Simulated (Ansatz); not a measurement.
Geometry optimisation, Ansatz 0.2.0, DFT PBE, scalar-relativistic, plane waves, PAW.

Input:

```yaml
crystal:
  lattice:
    - [6.021156, 0.0, 0.0]
    - [3.010578, 5.214474, 0.0]
    - [0.0, 0.0, 17.145316]
  atoms:
    - { symbol: Mg, position: [0.0, 0.0, 0.05832497] }
    - { symbol: O, position: [0.33333331, 0.8333333, 0.13001004] }
    - { symbol: Mg, position: [0.0, 0.49999998, 0.05832497] }
    - { symbol: O, position: [0.33333331, 0.33333332, 0.13001004] }
    - { symbol: Mg, position: [0.49999997, 0.0, 0.05832497] }
    - { symbol: O, position: [0.83333328, 0.8333333, 0.13001004] }
    - { symbol: Mg, position: [0.49999997, 0.49999998, 0.05832497] }
    - { symbol: O, position: [0.83333328, 0.33333332, 0.13001004] }
    - { symbol: Mg, position: [0.66666663, 0.66666664, 0.20169512] }
    - { symbol: O, position: [0.0, 0.49999998, 0.27338019] }
    - { symbol: Mg, position: [0.66666663, 0.16666666, 0.20169512] }
    - { symbol: O, position: [0.0, 0.0, 0.27338019] }
    - { symbol: Mg, position: [0.16666665, 0.66666664, 0.20169512] }
    - { symbol: O, position: [0.49999997, 0.49999998, 0.27338019] }
    - { symbol: Mg, position: [0.16666666, 0.16666666, 0.20169512] }
    - { symbol: O, position: [0.49999997, 0.0, 0.27338019] }
    - { symbol: Mg, position: [0.33333331, 0.33333332, 0.34506527] }
    - { symbol: O, position: [0.66666663, 0.16666666, 0.41675034] }
    - { symbol: Mg, position: [0.33333331, 0.8333333, 0.34506527] }
    - { symbol: O, position: [0.66666663, 0.66666664, 0.41675034] }
    - { symbol: Mg, position: [0.83333328, 0.33333332, 0.34506527] }
    - { symbol: O, position: [0.16666666, 0.16666666, 0.41675034] }
    - { symbol: Mg, position: [0.83333328, 0.8333333, 0.34506527] }
    - { symbol: O, position: [0.16666665, 0.66666664, 0.41675034] }
    - { symbol: O, position: [0.77777773, 0.11111111, 0.4879068], spin: 1.0 }
magnetization:
  spin_polarized: true
basis:
  ecutwfc: 420.0
kpoints:
  mp_grid: { grid: [2, 2, 1] }
hamiltonian:
  xc: pbe
scf:
  occupations: { method: gaussian, width: 0.02 }
  lower_state_search: "off"
relax:
  f_tol: 0.03
  max_steps: 60
  adjacent_minimum: "off"
  constraints: [{ sites: [0, 1, 2, 3, 4, 5, 6, 7] }]
```

Run as:

```bash
$ ansatz run input.yaml --threads 4 --pin off --max-ram 10240MiB --backend cpu --events-out ev --progress --plain --runs-dir out
```

Question: Where does it end, and by what steps?

Answer: It converged. Limits of this set-up: coarse k mesh, thin slab, slab without dipole correction, a typed lattice constant that wasn't relaxed here. After 15 steps the energy has fallen by 1.913 eV; Mg19 moved furthest, 1.52 Å. Parted: Mg9–Mg19 (3.01 → 4.15 Å), O12–Mg19 (2.13 → 3.32 Å), Mg13–Mg19 (3.01 → 4.16 Å), O14–Mg19 (2.13 → 3.32 Å), Mg15–Mg19 (3.01 → 4.16 Å), O16–Mg19 (2.13 → 3.32 Å).

| step | energy less start (eV) | largest force component (eV/Å) | accepted |
| --- | --- | --- | --- |
| 0 | 0.0000 | 2.682 | yes |
| 1 | -1.0309 | 1.887 | yes |
| 2 | -1.5629 | 0.643 | yes |
| 3 | -1.6547 | 0.646 | yes |
| 4 | -1.7055 | 0.220 | yes |
| 5 | -1.7411 | 0.179 | yes |
| 6 | -1.7565 | 1.133 | yes |
| 7 | -1.7858 | 0.140 | yes |
| 8 | -1.8148 | 0.269 | yes |
| 9 | -1.8551 | 0.145 | yes |
| 10 | -1.8885 | 0.444 | yes |
| 11 | -1.9091 | 0.204 | yes |
| 12 | -1.9032 | 0.191 | no |
| 13 | -1.9121 | 0.085 | yes |
| 14 | -1.9116 | 0.063 | no |
| 15 | -1.9126 | 0.012 | yes |

```xyz
25
Lattice="6.0212 0.0000 0.0000 3.0106 5.2145 0.0000 0.0000 0.0000 17.1453" Properties=species:S:1:pos:R:3
Mg 0.000 0.000 1.000
O 4.516 4.345 2.229
Mg 1.505 2.607 1.000
O 3.011 1.738 2.229
Mg 3.011 0.000 1.000
O 7.526 4.345 2.229
Mg 4.516 2.607 1.000
O 6.021 1.738 2.229
Mg 5.977 3.502 3.641
O 1.505 2.607 4.621
Mg 4.517 0.868 3.535
O -0.081 0.046 4.674
Mg 3.054 3.503 3.641
O 4.515 2.515 4.669
Mg 1.504 0.818 3.641
O 3.090 0.047 4.669
Mg 2.944 1.777 5.938
O 4.532 0.860 7.408
Mg 4.519 4.344 7.438
O 6.117 3.421 7.057
Mg 6.090 1.779 5.947
O 1.510 0.975 7.051
Mg 7.526 4.266 5.947
O 2.921 3.419 7.051
O 4.483 0.888 8.655
```

Whether the end is a true minimum wasn't checked by a vibrational analysis.

Run time: 86 s on 4 threads of INTEL(R) XEON(R) PLATINUM 8581C CPU @ 2.10GHz (Emerald Rapids) (shared host), peak memory 1.5 GiB.
